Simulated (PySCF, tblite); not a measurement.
# C₃H₁₂Si₄: geometry, infrared bands and NMR shifts

What infrared bands and NMR shifts should C₃H₁₂Si₄ (`C=C[Si@@H]1[SiH2][SiH2][Si@@H]1C`) show?

Programs: tblite 0.8.0 and PySCF 2.14.0, with density-fitted response routines of our own. Each step states its level of theory. These are calculated values for one molecule in the gas phase, unless marked as measured. Atoms are numbered from 0 throughout.

## (1) The molecule as given

19 atoms, charge 0, multiplicity 1; geometry from: force field or distance geometry start.

Bonds of the start (Å): C0–C1 1.31, C1–Si2 1.84, Si2–Si3 2.25, Si3–Si4 2.23, Si4–Si5 2.21, Si5–C6 1.84, Si5–Si2 2.25, C0–H7 1.08, C0–H8 1.09, C1–H9 1.11, Si2–H10 1.45, Si3–H11 1.46, Si3–H12 1.45, Si4–H13 1.47, Si4–H14 1.46, Si5–H15 1.47, C6–H16 1.11, C6–H17 1.14, C6–H18 1.10.

## (2) Geometry optimisation with GFN2-xTB

The job: settings as JSON, then the geometry in Å.

```
{"job": {"kind": "relax", "xc": "GFN2-xTB", "basis": "xTB"}, "charge": 0, "multiplicity": 1}
C     -2.143200    -1.283300     0.648200
C     -1.046500    -1.139000     1.347400
Si     0.019200     0.358600     1.319800
Si    -0.855300     2.132800     0.251200
Si    -0.002700     1.281000    -1.620900
Si     1.519600     0.292400    -0.355100
C      1.946700    -1.452200    -0.740800
H     -2.487300    -0.486500     0.005700
H     -2.705200    -2.209800     0.737400
H     -0.766200    -1.993500     1.996600
H      0.679600     0.664100     2.578800
H     -0.164000     3.344100     0.698800
H     -2.301300     2.236600     0.250900
H      0.528000     2.277600    -2.561800
H     -1.006300     0.416000    -2.245200
H      2.712200     1.090600    -0.028800
H      3.019000    -1.542800    -1.002400
H      1.762200    -2.064500     0.199300
H      1.281700    -1.913000    -1.486500
```

Run with:

```bash
$ OMP_NUM_THREADS=1 python probes_run.py task.json out
```

This one command runs all jobs of the session in turn.

**Question.** This job is followed by: GFN2-xTB harmonic vibrations, gas phase; GIAO PBE0/pcSseg-1 NMR shielding, non-relativistic, gas phase. Predict these results of the whole session: strongest single infrared mode (GFN2-xTB); zero-point energy (GFN2-xTB); 13C shifts against TMS (PBE0/pcSseg-1); 1H shifts against TMS (PBE0/pcSseg-1, means over atoms taken as alike); 29Si shifts against TMS (PBE0/pcSseg-1); surface potential, 1st and 99th percentile.

**Answer**, as computed:

| quantity | value |
| --- | --- |
| strongest single infrared mode (GFN2-xTB) | 2177 cm⁻¹, 640 km/mol |
| zero-point energy (GFN2-xTB) | 79.6 kcal/mol |
| 13C shifts against TMS (PBE0/pcSseg-1) | 146.1, 140.5, -6.6 ppm |
| 1H shifts against TMS (PBE0/pcSseg-1, means over atoms taken as alike) | 6.68, 6.65, 6.15, 5.01, 4.84, 4.15, 4.11, 4.08, 3.99, 0.33 ppm |
| 29Si shifts against TMS (PBE0/pcSseg-1) | -44.9, -47.9, -96.7, -96.7 ppm |
| surface potential, 1st and 99th percentile | -0.41 V and 1.28 V |

**Reading.** Relaxing lowered the energy by 1.105 eV in 139 steps; the close pair that moved most is Si4–Si5, from 2.213 to 2.366 Å. No mode is imaginary among the 51: a minimum at this level. The strongest single mode, at 2177 cm⁻¹, moves mainly H11 and H13. Unscaled tight-binding wavenumbers are off by several per cent, some by more. Its intensities can rank the bands wrongly. C0 (terminal =CH2 carbon) lies farthest downfield among carbon, at 146.1 ppm; the olefinic region. At PBE0/pcSseg-1, counted by nearest atom on the grid, the HOMO lies on Si2, Si5 about 20 % each; C0 12 %, the LUMO on 4 Si atoms about 12 % each; 6 H atoms about 6 % each.
